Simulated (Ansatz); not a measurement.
**C2H7AlBF: a ladder of functionals and wavefunction methods**

An exercise on one series of results from a longer session: the logs are not shown, and one member is left open.

Method: functionals in def2-TZVPP, the program's frozen cores in correlated methods; program: Ansatz 0.2.0, Gaussian basis.

The runs, in order: PBE-D4, r2SCAN-D4, PBE0-D4, B3LYP-D4, ωB97X-V, ωB97M-V, B2PLYP; CCSD(T)/def2-TZVPP; MP2/def2-QZVPP; extrapolation to the limit.

## The relaxed structure

All runs share one geometry, relaxed beforehand with PBE0-D4 in a triple-zeta def2 set.

SMILES `CB[CH](F)[AlH2]`, 12 atoms, charge 0, spin multiplicity 1.

Atoms are counted from 1 here; the program's logs count them from 0.

Bond lengths: C1–B2 1.613 Å, C1–H6 1.092 Å, C1–H7 1.094 Å, C1–H8 1.113 Å, B2–C3 1.469 Å, B2–H9 1.195 Å, C3–F4 1.365 Å, C3–Al5 2.160 Å, C3–H10 1.094 Å, Al5–H11 1.580 Å, Al5–H12 1.579 Å. Angles: B2–C1–H6 115.7°, B2–C1–H7 106.3°, B2–C1–H8 117.0°, H6–C1–H7 108.4°, H6–C1–H8 107.2°, H7–C1–H8 100.9°, C1–B2–C3 116.9°, C1–B2–H9 119.4°, C3–B2–H9 122.1°, B2–C3–F4 123.0°, B2–C3–Al5 74.5°, B2–C3–H10 124.8°, F4–C3–Al5 119.2°, F4–C3–H10 109.8°, Al5–C3–H10 94.0°, C3–Al5–H11 109.7°, C3–Al5–H12 125.5°, H11–Al5–H12 123.3°.

Set-up of the first run:

in.yaml

```yaml
crystal:
  periodic: [false, false, false]
  atoms:
    - {symbol: C, position_ang: [-1.209820, 0.511702, 0.335333]}
    - {symbol: B, position_ang: [0.320326, 0.493355, 0.845594]}
    - {symbol: C, position_ang: [1.365200, 0.562945, -0.184781]}
    - {symbol: F, position_ang: [2.693724, 0.420741, 0.092445]}
    - {symbol: Al, position_ang: [0.195384, -1.188441, -0.665264]}
    - {symbol: H, position_ang: [-1.389868, 1.042221, -0.601784]}
    - {symbol: H, position_ang: [-1.791081, 0.997304, 1.124131]}
    - {symbol: H, position_ang: [-1.730435, -0.468942, 0.264128]}
    - {symbol: H, position_ang: [0.559733, 0.170837, 1.971166]}
    - {symbol: H, position_ang: [1.238613, 1.013537, -1.173929]}
    - {symbol: H, position_ang: [-0.325510, -1.088867, -2.153651]}
    - {symbol: H, position_ang: [0.150833, -2.521593, 0.180513]}
basis:
  gaussian: {orbitals: def2-TZVPP}
hamiltonian: {xc: pbe, dispersion: d4}
output: {forces: true, orbitals: {seedname: orbitals}}
```

Started as:

```
$ ansatz run in.yaml --threads 4 --pin off --events-out ev --progress --plain --max-ram 10444MiB
```

Among the steps run: PBE-D4 (GGA); r2SCAN-D4 (meta-GGA); PBE0-D4 (hybrid); B3LYP-D4 (hybrid); ωB97X-V (range-separated); ωB97M-V (range-separated); B2PLYP (double hybrid); CCSD(T) in def2-TZVPP; MP2 in def2-QZVPP.

One table of the session follows, with a row left open; its other results are not shown here.

It belongs to the step «Atomisation energies». 

| method | atomisation energy (kJ/mol) |
| --- | --- |
| PBE-D4 | 4268.6 |
| r2SCAN-D4 | 4226.6 |
| PBE0-D4 | ? |
| B3LYP-D4 | 4192.8 |
| ωB97X-V | 4202.3 |
| ωB97M-V | 4212.7 |
| B2PLYP | 4144.8 |
| HF/def2-TZVPP | 3138.4 |
| MP2/def2-TZVPP | 4142.7 |
| CCSD/def2-TZVPP | 4031.6 |
| CCSD(T)/def2-TZVPP | 4088.1 |
| MP2/CBS | 4237.2 |
| CCSD(T)/CBS | 4182.7 |

**Question.** Estimate the row for PBE0-D4.

**Answer.** atomisation energy (kJ/mol): 4208.5. In the column «atomisation energy (kJ/mol)» it lies between ωB97X-V (4202.3) and ωB97M-V (4212.7).
